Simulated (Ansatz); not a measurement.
# CH3I, SMILES CI: a search for lower mean-field states

With the Ansatz DFT code, driven from Python.

Run as a notebook:

In [1]:
```python
import ansatz as az
from ase import Atoms
import numpy as np
```

In [2]:
```python
BASIS_SET = "def2-SVP"
XC = "hf"
```

In [3]:
```python
atoms = Atoms(["C", "I", "H", "H", "H"], positions=[
    (0.0036, -0.1841, 0.1333),
    (0.3732, 1.3663, -1.2965),
    (0.7136, -0.8933, 0.1256),
    (-0.0562, 0.2905, 1.1251),
    (-0.9843, -0.653, -0.1288),
])
mol = az.Crystal.molecule_from_ase(atoms)
symbols = [site.symbol for site in mol.cartesian_sites]
```

In [4]:
```python
start = np.array([site.position_ang for site in mol.cartesian_sites])
for factor in [1.0, 1.25, 1.6]:
    xyz = (start - start.mean(axis=0)) * factor
    scaled = az.Crystal.molecule()
    for symbol, place in zip(symbols, xyz):
        scaled = scaled.atom(symbol, place.tolist())
    base = scaled.calculation().basis(gaussian=BASIS_SET).functional(XC).spin("collinear")
    for search in ("off", "standard"):
        try:
            report = base.scf(lower_state_search=search).run().report
        except az.AnsatzError as error:
            print(f"x{factor} search {search}: {type(error).__name__}")
            continue
        state = report["mean_field"]["state"]
        print(f"all distances x{factor}, search {search:8s} E = {report['free_energy_ev']:.5f} eV  <S^2> = {abs(state['spin_squared']):.3f}  other states met: {len(report['mean_field']['others'])}")
```
```text
all distances x1.0, search off      E = -9149.16924 eV  <S^2> = 0.000  other states met: 0
all distances x1.0, search standard E = -9149.16924 eV  <S^2> = 0.000  other states met: 0
all distances x1.25, search off      E = -9145.56460 eV  <S^2> = 0.000  other states met: 0
all distances x1.25, search standard E = -9145.81431 eV  <S^2> = 0.506  other states met: 2
all distances x1.6, search off      E = -9137.23645 eV  <S^2> = 0.000  other states met: 0
all distances x1.6, search standard E = -9139.70789 eV  <S^2> = 1.826  other states met: 10
```

Reading the output:
- The settings weren't tested for convergence.
- The count of other states can hold repeated and symmetry-equivalent ends of the search; scaling all distances is a test, and for more than two atoms no physical path.
- The geometry comes from a force field and isn't relaxed at this level.
- def2 sets replace the cores of elements past krypton by effective core potentials.
- The expectation value of S² is noticeably off S(S+1) in at least one run, so that state is spin-contaminated.
- The whole script took 8.2 s on 1 thread of Arm Neoverse V2 (shared host), peak memory 0.19 GiB.

(Lines on the test bed's own set-up are left out of the output.)
